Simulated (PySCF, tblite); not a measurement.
**C₄H₁₀BN₃O: geometry, infrared bands and NMR shifts**

Aim: predict the infrared bands and NMR shifts of C₄H₁₀BN₃O (`[H]/N=C\C(=O)N(C)BNC`).

The runs use tblite 0.8.0 and PySCF 2.14.0, with density-fitted response routines of our own; the level of theory stands in each step. All values are computed, except where a source is named. Atoms count from 0, in the outputs and in this text.

### 1 The starting structure

19 atoms, charge 0, multiplicity 1; geometry from: force field or distance geometry start.

Bonds of the start (Å): C0–N1 1.43, N1–B2 1.52, B2–N3 1.54, N3–C4 1.42, N3–C5 1.40, C5–O6 1.29, C5–C7 1.44, C7–N8 1.27, C0–H9 1.12, C0–H10 1.10, C0–H11 1.13, N1–H12 1.06, B2–H13 1.18, C4–H14 1.11, C4–H15 1.10, C4–H16 1.14, C7–H17 1.11, N8–H18 1.03.

### 2 Optimising the geometry with GFN2-xTB

Job settings and geometry (Å):

```
{"job": {"kind": "relax", "xc": "GFN2-xTB", "basis": "xTB"}, "charge": 0, "multiplicity": 1}
C     -3.099700    -0.136200     0.050800
N     -1.848000    -0.631800     0.533200
B     -0.793200    -0.668000    -0.561500
N      0.548500    -0.029300    -0.138600
C      0.687900     1.365800    -0.356000
C      1.462800    -0.920900     0.435200
O      1.059600    -2.143700     0.518500
C      2.788100    -0.672500     0.940800
N      3.427700     0.427100     0.974900
H     -3.933000    -0.839600     0.298200
H     -3.009600    -0.000800    -1.032600
H     -3.309800     0.832600     0.591200
H     -1.553600    -0.008300     1.335100
H     -0.690300    -1.647300    -1.214600
H      0.748200     1.962800     0.580400
H      1.453500     1.655600    -1.096200
H     -0.295700     1.713800    -0.812500
H      3.337600    -1.549900     1.350000
H      3.009200     1.300000     0.626600
```

The run is started by

```bash
$ OMP_NUM_THREADS=1 python probes_run.py task.json out
```

One launch serves the whole session: the jobs run in the order shown.

**Question.** This job is followed by: GFN2-xTB harmonic vibrations, gas phase; GIAO PBE0/pcSseg-1 NMR shielding, non-relativistic, gas phase. Predict these results of the whole session: strongest single infrared mode (GFN2-xTB); zero-point energy (GFN2-xTB); 13C shifts against TMS (PBE0/pcSseg-1); 1H shifts against TMS (PBE0/pcSseg-1, means over atoms taken as alike); 15N shifts against NH3 (PBE0/pcSseg-1); 11B shifts against BF3·OEt2 (PBE0/pcSseg-1); 17O shifts against H2O (PBE0/pcSseg-1).

The runs gave:

| quantity | value |
| --- | --- |
| strongest single infrared mode (GFN2-xTB) | 1709 cm⁻¹, 426 km/mol |
| zero-point energy (GFN2-xTB) | 94.3 kcal/mol |
| 13C shifts against TMS (PBE0/pcSseg-1) | 175.5, 175.4, 36.9, 32.7 ppm |
| 1H shifts against TMS (PBE0/pcSseg-1, means over atoms taken as alike) | 11.62, 8.43, 5.17, 3.20, 3.15, 2.99 ppm |
| 15N shifts against NH3 (PBE0/pcSseg-1) | 374.2, 146.8, 100.5 ppm |
| 11B shifts against BF3·OEt2 (PBE0/pcSseg-1) | 24.7 ppm |
| 17O shifts against H2O (PBE0/pcSseg-1) | 462.2 ppm |

**Reading.** Over 249 steps the energy fell by 2.231 eV; of the close pairs, N1–B2 changed most, 1.521 to 1.383 Å. No mode is imaginary among the 51: a minimum at this level. The strongest single mode, at 1709 cm⁻¹, moves mainly C5 and O6. GFN2-xTB is a fitted tight-binding method: band positions and strengths are rough. Its intensities can rank the bands wrongly. At PBE0/pcSseg-1: The largest span, 762 ppm, is at O6, where the paramagnetic term is -528 ppm.
